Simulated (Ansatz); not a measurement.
**CuCl (triplet): from Hartree-Fock to the top rungs, def2-TZVPP**

An exercise on one series of results from a longer session: the logs are not shown, and one member is left open.

The runs use Ansatz 0.2.0, Gaussian basis; def2-TZVPP, core rule «outside noble gas», up to 14 orbitals frozen.

Plan: UHF; ROHF; CCSD(T) on UHF.

2 further runs of the same task are left out: 2 set aside as unsound or not needed.

### What is computed

The geometry is a PBE0/def2-TZVP stationary point (not a proven minimum) of the parent state, kept for this charge and spin.

2 atoms, charge 0, spin multiplicity 3.

Atoms are counted from 1 here; the program's logs count them from 0.

Bond lengths: Cu1–Cl2 2.076 Å.

Coordinates:

```xyz
2

Cu    0.0000    0.0000    0.0000
Cl    0.0000    0.0000    2.0759
```

The first run:

in.yaml

```yaml
crystal:
  periodic: [false, false, false]
  atoms:
    - {symbol: Cu, position_ang: [0.000000, 0.000000, 0.000000]}
    - {symbol: Cl, position_ang: [0.000000, 0.000000, 2.075895]}
basis:
  gaussian: {orbitals: def2-TZVPP}
magnetization: {spin_polarized: true, initial_magnetization: 2}
hamiltonian: {xc: hf}
output: {orbitals: {seedname: orbitals}}
```

Started as:

```bash
ansatz run in.yaml --threads 1 --pin off --events-out ev --progress --plain --max-ram 2816MiB --backend cpu
```

Among the steps run: UHF; ROHF; CCSD(T) on UHF.

One of the session's tables, all rows but one given; the rest of the session is left out.

It belongs to the step «Misses and costs». 

```
  method  from UCCSD(T) (meV)
    ROHF             +16076.9
     UHF                    ?
    UMP2               +386.0
   UCCSD               +543.0
UCCSD(T)                    0
```

Estimate the missing values for UHF.

As computed: from UCCSD(T) (meV): +15969.3. In the column «from UCCSD(T) (meV)» it lies between UCCSD (+543.0) and ROHF (+16076.9).
